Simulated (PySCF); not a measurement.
# B2ClFH2O: the cost of one run

Program: PySCF 2.14.0. Level of theory: levels as typed in each script, gas phase, geometry from GFN2-xTB. These are calculated values, not measurements.

## Step 1: The starting structure

SMILES `FBOBCl`, 7 atoms, charge 0, spin multiplicity 1.

Bond lengths: F1–B2 1.329 Å, B2–O3 1.307 Å, B2–H6 1.173 Å, O3–B4 1.308 Å, B4–Cl5 1.723 Å, B4–H7 1.175 Å. Angles: F1–B2–O3 118.1°, F1–B2–H6 118.4°, O3–B2–H6 123.5°, B2–O3–B4 173.3°, O3–B4–Cl5 119.2°, O3–B4–H7 121.4°, Cl5–B4–H7 119.4°.

Geometry (Å):

```
F     2.45717    0.56114    0.35156
B     1.72735   -0.17304   -0.48163
O     0.53213   -0.53667   -0.09616
B    -0.68219   -0.75729    0.33617
Cl   -1.93246    0.35826   -0.06612
H     2.19692   -0.48205   -1.51081
H    -0.94252   -1.71351    0.96745
```

## Step 2: Excited states (PBE0/def2-svp)

input.py

```python
import numpy as np
from pyscf import gto, scf, dft, tdscf
from pyscf.scf import atom_ks, atom_hf
from scipy.linalg import block_diag

def solve(mol, dm0=None, hcore=None):
    mf = (dft.UKS if mol.spin else dft.RKS)(mol, xc='pbe0')
    mf.grids.level = 3
    mf = mf.density_fit(auxbasis='def2-universal-jkfit')
    mf.conv_tol, mf.max_cycle = 1e-8, 80
    if hcore is not None:
        mf.get_hcore = lambda *args: hcore
    mf.kernel(dm0)
    if not mf.converged:
        mf = mf.newton().run(mf.mo_coeff, mf.mo_occ, max_cycle=30)
    assert mf.converged, 'SCF not converged'
    return mf

mol = gto.M(atom='''
F      2.45717     0.56114     0.35156
B      1.72735    -0.17304    -0.48163
O      0.53213    -0.53667    -0.09616
B     -0.68219    -0.75729     0.33617
Cl    -1.93246     0.35826    -0.06612
H      2.19692    -0.48205    -1.51081
H     -0.94252    -1.71351     0.96745
''', basis='def2-svp', charge=0, spin=0, verbose=4)
mf = solve(mol)
td = mf.TDDFT()
td.nstates, td.singlet, td.conv_tol = 4, True, 1e-5
td.kernel()
td.analyze()
x, y = np.array([p[0] for p in td.xy]), np.array([p[1] + 0 * p[0] for p in td.xy])
f, mu = td.oscillator_strength(), td.transition_dipole()
nto = [td.get_nto(state=i + 1, verbose=4) for i in range(len(td.e))]
# spherically averaged free atoms, for the promolecule
atm = atom_ks.get_atm_nrks(mol, xc='pbe0')
pro = block_diag(*[(atm[a[0]][2] * atm[a[0]][3]) @ atm[a[0]][2].T for a in mol._atom])
np.savez('result.npz', e=td.e, f=f, ok=td.converged, w=[n[0] for n in nto], nto=[n[1] for n in nto], x=x, y=y, c=mf.mo_coeff, occ=mf.mo_occ, eps=mf.mo_energy, pro=pro, mu=mu)
```

Run with:

```bash
$ OMP_NUM_THREADS=1 python input.py
```

**Question.** How long does this run take on 1 thread of Intel Xeon Platinum 8488C (Sapphire Rapids), shared host, and how much memory does it need?

About 2.1 min, with a peak of 0.54 GiB.
